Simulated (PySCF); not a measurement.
# Be: basis, grid and Hamiltonian

The method stays; parts of the set-up, such as the basis or the Hamiltonian, are changed.

Method: method and basis as typed in the scripts; program: PySCF 2.14.0.

## Step 1: The atom

Be: 1 atom, charge 0, spin multiplicity 1.

## Step 2: The base run

Input file input.py:

```python
from pyscf import gto, scf, mp

mol = gto.M(
    atom='Be 0 0 0',
    basis='jorge-tzp-dkh',
    charge=0,
    spin=0,
    symmetry=True,
    verbose=3,
)
mf = scf.RHF(mol)
mf = mf.sfx2c1e()
mf.kernel()
mp.MP2(mf).kernel()
mf.dip_moment()
print('orbital energies (hartree):', mf.mo_energy[..., max(0, mol.nelec[1]-3):mol.nelec[0]+3].round(4))
```

Command:

```
python input.py
```

Its log is not repeated here.

Base result: E(SCF) = -14.574665 Eh, E(MP2) − E(SCF) = -0.04181 Eh.

## Step 3: Spin-free X2C off

Run 1 changes spin-free X2C: on → off.

Input file input.py:

```python
from pyscf import gto, scf, mp

mol = gto.M(
    atom='Be 0 0 0',
    basis='jorge-tzp-dkh',
    charge=0,
    spin=0,
    symmetry=True,
    verbose=3,
)
mf = scf.RHF(mol)
mf.kernel()
mp.MP2(mf).kernel()
mf.dip_moment()
print('orbital energies (hartree):', mf.mo_energy[..., max(0, mol.nelec[1]-3):mol.nelec[0]+3].round(4))
```

Command:

```
python input.py
```

## Step 4: Density fitting auto

Run 2 changes density fitting: none → auto.

input.py, as its differences from that of step 2:

```diff
@@ -12,2 +12,3 @@
 mf = mf.sfx2c1e()
+mf = mf.density_fit()
 mf.kernel()
```

## Step 5: Pcseg-2 (X2C off)

Run 3 changes basis set: jorge-tzp-dkh → pcseg-2; spin-free X2C: on → off.

input.py, as its differences from that of step 2:

```diff
@@ -4,3 +4,3 @@
     atom='Be 0 0 0',
-    basis='jorge-tzp-dkh',
+    basis='pcseg-2',
     charge=0,
@@ -11,3 +11,2 @@
 mf = scf.RHF(mol)
-mf = mf.sfx2c1e()
 mf.kernel()
```

## Step 6: Cartesian functions on

Run 4 changes Cartesian functions: off → on.

input.py, as its differences from that of step 2:

```diff
@@ -8,2 +8,3 @@
     symmetry=True,
+    cart=True,
     verbose=3,
```

## Step 7: Ano-rcc-vdzp

Run 5 changes basis set: jorge-tzp-dkh → ano-rcc-vdzp.

input.py, as its differences from that of step 2:

```diff
@@ -4,3 +4,3 @@
     atom='Be 0 0 0',
-    basis='jorge-tzp-dkh',
+    basis='ano-rcc-vdzp',
     charge=0,
```

Q: Predict the outcome of this session. Wanted: for each run, E(SCF); from base; gap; after the SCF.

**Answer**, as computed:

```
                            run  E(SCF) (hartree)  from base (eV)  gap (eV)  functions              after the SCF
                           base        -14.574665               0      9.66         31  MP2 correlation -1.138 eV
spin-free X2C off (poor choice)        -14.572066  not comparable      9.66         31  MP2 correlation -1.137 eV
           density fitting auto        -14.574665          0.0000      9.66         31  MP2 correlation -1.113 eV
              pcseg-2 (X2C off)        -14.570176  not comparable      9.84         15  MP2 correlation -0.679 eV
         Cartesian functions on        -14.574811         -0.0040      9.62        n/a  MP2 correlation -1.165 eV
                   ano-rcc-vdzp        -14.574975         -0.0084     10.61         14  MP2 correlation -0.744 eV
```

The SCF energy stays the same, to the digits that matter, with density fitting auto. The largest comparable shift of the SCF energy, -0.008 eV, comes with the run “ano-rcc-vdzp”. ano-rcc-vdzp (14 functions) gives an energy 0.01 eV lower than jorge-tzp-dkh (31); size alone doesn't order basis sets of different families. Rows marked «poor choice» come from settings spoiled on purpose.
